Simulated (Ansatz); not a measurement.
**Lu2Ir2O7 (Fd-3m): energies of magnetic orders**

Which of a few magnetic orders of Lu2Ir2O7 (Fd-3m) is lowest at one geometry?

Method: DFT PBE+U (U_eff = 2 eV on Ir 5d), scalar-relativistic, plane waves, PAW, in Ansatz 0.2.0.

4 further runs of the same task are left out: 4 set aside as unsound or not needed. Runs told in other sessions of the task aren't counted.

**1. The starting structure**

Symmetry: Fd-3m, No. 227, cubic system. The conventional cell has a = 10.155 Å, b = 10.155 Å, c = 10.155 Å, α = 90.00°, β = 90.00°, γ = 90.00°. Lu (site symmetry -3m) is surrounded by 8 O at 2.20 to 2.42 Å. Around Ir (site symmetry -3m) lie 6 O at 2.01 Å. O (site symmetry 2mm) is surrounded by 2 Ir at 2.01 Å and 2 Lu at 2.42 Å. O (site symmetry -43m) has 4 Lu at 2.20 Å in its first shell of neighbours.

As a file:

```cif
data_structure
_symmetry_space_group_name_H-M 'P 1'
_symmetry_Int_Tables_number 1
_cell_length_a 7.1807
_cell_length_b 7.1807
_cell_length_c 7.1807
_cell_angle_alpha 60.000
_cell_angle_beta 60.000
_cell_angle_gamma 60.000
_cell_volume 261.81
loop_
_atom_site_label
_atom_site_type_symbol
_atom_site_fract_x
_atom_site_fract_y
_atom_site_fract_z
_atom_site_occupancy
Lu1 Lu 0.12500 0.62500 0.62500 1
Lu2 Lu 0.62500 0.12500 0.62500 1
Lu3 Lu 0.62500 0.62500 0.12500 1
Lu4 Lu 0.62500 0.62500 0.62500 1
Ir1 Ir 0.62500 0.12500 0.12500 1
Ir2 Ir 0.12500 0.62500 0.12500 1
Ir3 Ir 0.12500 0.12500 0.62500 1
Ir4 Ir 0.12500 0.12500 0.12500 1
O1 O 0.21448 0.21448 0.78552 1
O2 O 0.78552 0.78552 0.21448 1
O3 O 0.21448 0.78552 0.21448 1
O4 O 0.78552 0.21448 0.78552 1
O5 O 0.78552 0.21448 0.21448 1
O6 O 0.21448 0.78552 0.78552 1
O7 O 0.03552 0.03552 0.46448 1
O8 O 0.46448 0.46448 0.03552 1
O9 O 0.03552 0.46448 0.03552 1
O10 O 0.46448 0.03552 0.46448 1
O11 O 0.46448 0.03552 0.03552 1
O12 O 0.03552 0.46448 0.46448 1
O13 O 0.75000 0.75000 0.75000 1
O14 O 0.50000 0.50000 0.50000 1
```

An earlier run at PBE+U (U_eff = 2 eV on Ir 5d) left this cell at 11.901 Å³/atom and -0.01 GPa (4×4×4 mesh).

**2. Coarse mesh, to find the state of the open shells**

Contents of input.yaml:

```yaml
crystal:
  lattice:
    - [0.0, 5.0775399205, 5.0775399205]
    - [5.0775399205, 0.0, 5.0775399205]
    - [5.0775399205, 5.0775399205, 0.0]
  atoms:
    - { symbol: Lu, position: [0.125, 0.625, 0.625] }
    - { symbol: Lu, position: [0.625, 0.125, 0.625] }
    - { symbol: Lu, position: [0.625, 0.625, 0.125] }
    - { symbol: Lu, position: [0.625, 0.625, 0.625] }
    - { symbol: Ir, position: [0.625, 0.125, 0.125], spin: 1.0 }
    - { symbol: Ir, position: [0.125, 0.625, 0.125], spin: 1.0 }
    - { symbol: Ir, position: [0.125, 0.125, 0.625], spin: 1.0 }
    - { symbol: Ir, position: [0.125, 0.125, 0.125], spin: -1.0 }
    - { symbol: O, position: [0.2144829546, 0.2144829546, 0.7855170454] }
    - { symbol: O, position: [0.7855170454, 0.7855170454, 0.2144829546] }
    - { symbol: O, position: [0.2144829546, 0.7855170454, 0.2144829546] }
    - { symbol: O, position: [0.7855170454, 0.2144829546, 0.7855170454] }
    - { symbol: O, position: [0.7855170454, 0.2144829546, 0.2144829546] }
    - { symbol: O, position: [0.2144829546, 0.7855170454, 0.7855170454] }
    - { symbol: O, position: [0.0355170454, 0.0355170454, 0.4644829546] }
    - { symbol: O, position: [0.4644829546, 0.4644829546, 0.0355170454] }
    - { symbol: O, position: [0.0355170454, 0.4644829546, 0.0355170454] }
    - { symbol: O, position: [0.4644829546, 0.0355170454, 0.4644829546] }
    - { symbol: O, position: [0.4644829546, 0.0355170454, 0.0355170454] }
    - { symbol: O, position: [0.0355170454, 0.4644829546, 0.4644829546] }
    - { symbol: O, position: [0.75, 0.75, 0.75] }
    - { symbol: O, position: [0.5, 0.5, 0.5] }
basis:
  ecutwfc: 420
  ecutrho_ratio: 4
kpoints:
  mp_grid: { grid: [3, 3, 3] }
hamiltonian:
  xc: pbe
  hubbard: { sites: [{ species: Ir, l: d, u_eff: 2.0 }] }
scf:
  occupations: { method: gaussian, width: 0.05 }
output:
  forces: true
  stress: true
  eigenvalues: true
  populations: true
  hubbard: { sites: [{ species: Lu, l: f }, { species: Ir, l: d }] }
magnetization:
  spin_polarized: true
```

Run with:

```bash
$ ansatz run input.yaml --threads 8 --pin off --max-ram 22528MiB --backend cpu --events-out ev --progress --plain --runs-dir out
```

**3. Ferrimagnetic, in the cell as typed**

input.yaml: that of step 2 with these lines changed.

```diff
@@ -32,3 +32,3 @@
 kpoints:
-  mp_grid: { grid: [3, 3, 3] }
+  mp_grid: { grid: [4, 4, 4] }
 hamiltonian:
@@ -38,2 +38,3 @@
   occupations: { method: gaussian, width: 0.05 }
+  lower_state_search: "off"
 output:
@@ -46 +47,7 @@
   spin_polarized: true
+checkpoint:
+  read: start.run
+  write: ck
+  compress: false
+  write_wavefunctions: false
+  write_every: 100000
```

start.run holds the state that an earlier run reached from these same starting moments.

**4. Coarse mesh, to find the state of the open shells**

input.yaml: that of step 3 with these lines changed.

```diff
@@ -12,3 +12,3 @@
     - { symbol: Ir, position: [0.125, 0.625, 0.125], spin: 1.0 }
-    - { symbol: Ir, position: [0.125, 0.125, 0.625], spin: 1.0 }
+    - { symbol: Ir, position: [0.125, 0.125, 0.625], spin: -1.0 }
     - { symbol: Ir, position: [0.125, 0.125, 0.125], spin: -1.0 }
@@ -32,3 +32,3 @@
 kpoints:
-  mp_grid: { grid: [4, 4, 4] }
+  mp_grid: { grid: [3, 3, 3] }
 hamiltonian:
@@ -38,3 +38,2 @@
   occupations: { method: gaussian, width: 0.05 }
-  lower_state_search: "off"
 output:
@@ -47,7 +46 @@
   spin_polarized: true
-checkpoint:
-  read: start.run
-  write: ck
-  compress: false
-  write_wavefunctions: false
-  write_every: 100000
```

**5. Antiferromagnetic, in the cell as typed**

input.yaml: that of step 4 with these lines changed.

```diff
@@ -32,3 +32,3 @@
 kpoints:
-  mp_grid: { grid: [3, 3, 3] }
+  mp_grid: { grid: [4, 4, 4] }
 hamiltonian:
@@ -38,2 +38,3 @@
   occupations: { method: gaussian, width: 0.05 }
+  lower_state_search: "off"
 output:
@@ -46 +47,7 @@
   spin_polarized: true
+checkpoint:
+  read: start.run
+  write: ck
+  compress: false
+  write_wavefunctions: false
+  write_every: 100000
```

start.run holds the state that an earlier run reached from these same starting moments.

(Steps that only read results are left out.)

**Question.** What will these runs give? Wanted: orders tried; lowest.

As calculated:

| quantity | value |
| --- | --- |
| orders tried | 3 |
| lowest | ferromagnetic |
| largest moment there | 0.47 μB |

What this shows: Of the orders that kept their pattern, the lowest is: ferromagnetic. Where the order wasn't kept, moments died or turned during the run, so that row belongs to another state than the one started. Only these orders were tried, at zero temperature; the one found in experiment may not be among them. With a Hubbard U or exact exchange the result depends on the state in which the open shell ends, and a lower one can't be excluded. Spin–orbit coupling is left out, though the cell holds Ir; in elements this heavy it can shift levels and gaps by tenths of an eV.
